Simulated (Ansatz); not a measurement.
**F3H2NSi: basis-set convergence**

One table from this session's results is given with a row withheld; the runs are named, their logs left out.

Program: Ansatz 0.2.0, Gaussian basis. Level of theory: one geometry, several basis sets. These are calculated values, not measurements.

The runs, in order: PBE0-D4/def2-SVP; ωB97M-V/def2-SVP; PBE0-D4/def2-QZVPP; ωB97M-V/def2-QZVPP; CCSD(T)/cc-pV(D+d)Z; CCSD(T)/cc-pV(T+d)Z; CCSD(T)/cc-pV(Q+d)Z; the functionals' def2-TZVPP values are taken from earlier runs.

### Structure used throughout

All runs share one geometry, relaxed beforehand with PBE0-D4 in a triple-zeta def2 set.

SMILES `N[Si](F)(F)F`, 7 atoms, charge 0, spin multiplicity 1.

Atoms are counted from 1 here; the program's logs count them from 0.

Bond lengths: N1–Si2 1.672 Å, N1–H6 1.005 Å, N1–H7 1.005 Å, Si2–F3 1.578 Å, Si2–F4 1.574 Å, Si2–F5 1.574 Å. Angles: Si2–N1–H6 122.2°, Si2–N1–H7 122.2°, H6–N1–H7 112.9°, N1–Si2–F3 115.9°, N1–Si2–F4 109.6°, N1–Si2–F5 109.5°, F3–Si2–F4 105.7°, F3–Si2–F5 105.8°, F4–Si2–F5 110.2°.

The first run:

The input, in.yaml:

```yaml
crystal:
  periodic: [false, false, false]
  atoms:
    - {symbol: N, position_ang: [-0.292638, 0.755888, 0.648933]}
    - {symbol: Si, position_ang: [0.230665, -0.472525, -0.357694]}
    - {symbol: F, position_ang: [-0.640932, -0.722607, -1.649602]}
    - {symbol: F, position_ang: [0.228175, -1.836161, 0.428817]}
    - {symbol: F, position_ang: [1.680369, -0.145699, -0.876947]}
    - {symbol: H, position_ang: [-1.046293, 0.629449, 1.301904]}
    - {symbol: H, position_ang: [-0.098146, 1.723554, 0.458788]}
basis:
  gaussian: {orbitals: def2-SVP}
hamiltonian: {xc: pbe0, dispersion: d4}
output: {orbitals: {seedname: orbitals}}
```

Started as:

```bash
ansatz run in.yaml --threads 2 --pin off --events-out ev --progress --plain --max-ram 32768MiB --backend cpu
```

Steps of the session up to this table: PBE0-D4 in def2-SVP; ωB97M-V in def2-SVP; PBE0-D4 in def2-QZVPP; ωB97M-V in def2-QZVPP.

One of the session's tables, all rows but one given; the rest of the session is left out.

| functional | basis | HOMO (eV) | LUMO (eV) |
| --- | --- | --- | --- |
| PBE0-D4 | def2-SVP | -8.43 | 1.06 |
| PBE0-D4 | def2-TZVPP | -8.65 | 0.48 |
| PBE0-D4 | def2-QZVPP | -8.70 | 0.13 |
| ωB97M-V | def2-SVP | -10.85 | 2.71 |
| ωB97M-V | def2-TZVPP | ? | ? |
| ωB97M-V | def2-QZVPP | -11.14 | 1.41 |

**Question.** Estimate the row for ωB97M-V, def2-TZVPP.

The run gave: HOMO (eV): -11.08; LUMO (eV): 1.93. In the column «HOMO (eV)» it lies between ωB97M-V, def2-QZVPP (-11.14) and ωB97M-V, def2-SVP (-10.85).
